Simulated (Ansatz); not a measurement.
**Alloy of MgS and CaS (12 of 32 Mg sites exchanged), 64 atoms**

Aim: relax the alloy cell and compare the gap by PBEsol, HSE06 and r²SCAN.

Method: density functional theory in Ansatz 0.2.0, PAW datasets, plane waves.

## (1) Starting point

64 atoms (32 S, 20 Mg, 12 Ca); a = 10.707 Å, b = 10.707 Å, c = 10.707 Å, α = 90.00°, β = 90.00°, γ = 90.00°. All atoms were shaken off their sites by about 0.02 Å along each axis.

Steps to follow: (2) PBEsol cell relaxation at the single k point (¼, ¼, ¼), on 1 × NVIDIA GB200 with 8 threads of Arm Neoverse-V2; (3) HSE06 single point at the Γ point alone, on 1 × NVIDIA GB200 with 8 threads of Arm Neoverse-V2; (4) r²SCAN single point at the Γ point alone, on 1 × NVIDIA GB200 with 8 threads of Arm Neoverse-V2.

## (2) PBEsol relaxation of the cell and the positions

in.yaml

```yaml
crystal:
  lattice:
    - [10.706902, 0.000000, 0.000000]
    - [0.000000, 10.706902, 0.000000]
    - [0.000000, 0.000000, 10.706902]
  atoms:
    - { symbol: S, position: [0.247591, 0.998028, 0.999842] }
    - { symbol: S, position: [0.248196, 0.998435, 0.499862] }
    - { symbol: S, position: [0.248866, 0.499274, 0.001453] }
    - { symbol: S, position: [0.247831, 0.497698, 0.501080] }
    - { symbol: S, position: [0.748952, 0.000218, 0.998010] }
    - { symbol: S, position: [0.748924, 0.998807, 0.500187] }
    - { symbol: S, position: [0.749919, 0.498373, 0.000394] }
    - { symbol: S, position: [0.749173, 0.498750, 0.500271] }
    - { symbol: S, position: [0.998541, 0.246971, 0.999411] }
    - { symbol: S, position: [0.999968, 0.246984, 0.496038] }
    - { symbol: S, position: [0.000593, 0.750350, 0.001166] }
    - { symbol: S, position: [0.000657, 0.750737, 0.496815] }
    - { symbol: S, position: [0.501466, 0.249045, 0.002431] }
    - { symbol: S, position: [0.501133, 0.250350, 0.500570] }
    - { symbol: S, position: [0.499093, 0.747911, 0.999304] }
    - { symbol: S, position: [0.502123, 0.755555, 0.496324] }
    - { symbol: S, position: [0.998885, 0.997978, 0.248676] }
    - { symbol: S, position: [0.999968, 0.998155, 0.747660] }
    - { symbol: S, position: [0.001939, 0.502236, 0.251215] }
    - { symbol: S, position: [0.999770, 0.501628, 0.753215] }
    - { symbol: S, position: [0.496577, 0.997612, 0.253668] }
    - { symbol: S, position: [0.497793, 0.001913, 0.748427] }
    - { symbol: S, position: [0.498077, 0.495925, 0.251408] }
    - { symbol: S, position: [0.502665, 0.503332, 0.752019] }
    - { symbol: S, position: [0.250406, 0.251678, 0.249846] }
    - { symbol: S, position: [0.248513, 0.249854, 0.750712] }
    - { symbol: S, position: [0.249810, 0.750260, 0.250584] }
    - { symbol: S, position: [0.250738, 0.750705, 0.750347] }
    - { symbol: S, position: [0.748225, 0.249242, 0.248484] }
    - { symbol: S, position: [0.748415, 0.250443, 0.745397] }
    - { symbol: S, position: [0.749258, 0.748907, 0.252518] }
    - { symbol: S, position: [0.751919, 0.750698, 0.747265] }
    - { symbol: Mg, position: [0.003117, 0.000595, 0.995662] }
    - { symbol: Mg, position: [0.001361, 0.501232, 0.501454] }
    - { symbol: Mg, position: [0.502452, 0.002523, 0.001252] }
    - { symbol: Mg, position: [0.500988, 0.499621, 0.002665] }
    - { symbol: Mg, position: [0.250539, 0.251672, 0.996411] }
    - { symbol: Mg, position: [0.251532, 0.248128, 0.502018] }
    - { symbol: Mg, position: [0.250914, 0.750944, 0.998274] }
    - { symbol: Mg, position: [0.750240, 0.750268, 0.999587] }
    - { symbol: Mg, position: [0.747573, 0.747833, 0.497357] }
    - { symbol: Mg, position: [0.252254, 0.998980, 0.248364] }
    - { symbol: Mg, position: [0.251047, 0.998587, 0.750775] }
    - { symbol: Mg, position: [0.749004, 0.997620, 0.249376] }
    - { symbol: Mg, position: [0.751880, 0.997964, 0.751903] }
    - { symbol: Mg, position: [0.750745, 0.499962, 0.748488] }
    - { symbol: Mg, position: [0.999745, 0.247527, 0.249857] }
    - { symbol: Mg, position: [0.004176, 0.753561, 0.249495] }
    - { symbol: Mg, position: [0.001034, 0.747464, 0.751412] }
    - { symbol: Mg, position: [0.500779, 0.251171, 0.249574] }
    - { symbol: Mg, position: [0.503705, 0.749037, 0.251322] }
    - { symbol: Mg, position: [0.496899, 0.752828, 0.749964] }
    - { symbol: Ca, position: [0.002178, 0.997766, 0.500741] }
    - { symbol: Ca, position: [0.999364, 0.497437, 0.000409] }
    - { symbol: Ca, position: [0.500613, 0.998452, 0.498974] }
    - { symbol: Ca, position: [0.500914, 0.501370, 0.504051] }
    - { symbol: Ca, position: [0.249639, 0.751990, 0.504383] }
    - { symbol: Ca, position: [0.747705, 0.248779, 0.000934] }
    - { symbol: Ca, position: [0.750318, 0.251276, 0.501288] }
    - { symbol: Ca, position: [0.252464, 0.501535, 0.251113] }
    - { symbol: Ca, position: [0.250874, 0.500955, 0.750791] }
    - { symbol: Ca, position: [0.746950, 0.499346, 0.249891] }
    - { symbol: Ca, position: [0.002188, 0.248269, 0.749954] }
    - { symbol: Ca, position: [0.499793, 0.249338, 0.750024] }
  symmetry: { detect: false }
kpoints:
  mp_grid: { grid: [1, 1, 1], shift: [0.25, 0.25, 0.25] }
hamiltonian:
  xc: pbesol
scf:
  occupations: { method: fermi_dirac, width: 0.01 }
relax:
  f_tol: 0.03
  max_steps: 80
  escape_saddle: false
  adjacent_minimum: "off"
  cell: { fix: [shape] }
output:
  forces: true
  eigenvalues: true
  populations: true
```

Started as:

```console
ansatz run in.yaml --threads 8 --pin off --max-ram 118750MiB --runs-dir r --events-out ev --progress --plain --backend cuda --devices 0, --max-vram 170GiB
```

The runs that follow: Single point with HSE06; Single point with r²SCAN.

**Question.** What will these runs give? Wanted: for each run, top filled to lowest empty.

The runs gave:

| level | time | k points | top filled to lowest empty (eV) |
| --- | --- | --- | --- |
| PBEsol, relaxation | 4.6 s (GPU) | (¼, ¼, ¼) | 3.27 |
| HSE06 | 15 s (GPU) | Γ | 3.90 |
| r²SCAN | 3.6 s (GPU) | Γ | 3.28 |

```
     quantity                                                                         value
   relaxation                                              5 recorded steps, 2.02 eV gained
largest shift                                                                  0.18 Å (S22)
 relaxed cell  a = 10.732 Å, b = 10.732 Å, c = 10.732 Å, α = 90.00°, β = 90.00°, γ = 90.00°
   mean bonds                                                      Ca–S 2.747, Mg–S 2.646 Å
```

**In words.** The relaxation lowers the energy by 2.02 eV; the largest shift is 0.18 Å (S22), while the volume changes by +0.7 %. The mean lengths of the listed bonds run from Mg–S 2.65 Å to Ca–S 2.75 Å. At the same k points, r²SCAN gives a spacing 0.62 eV smaller than the 3.90 eV of HSE06. The relaxation ran on other k points, so part of any difference from the later rows can come from the mesh. The price of HSE06 is about 4.2 times the time of r²SCAN here. With one k point the spacing samples only the states that fold onto it, so it can exceed the gap over the zone.
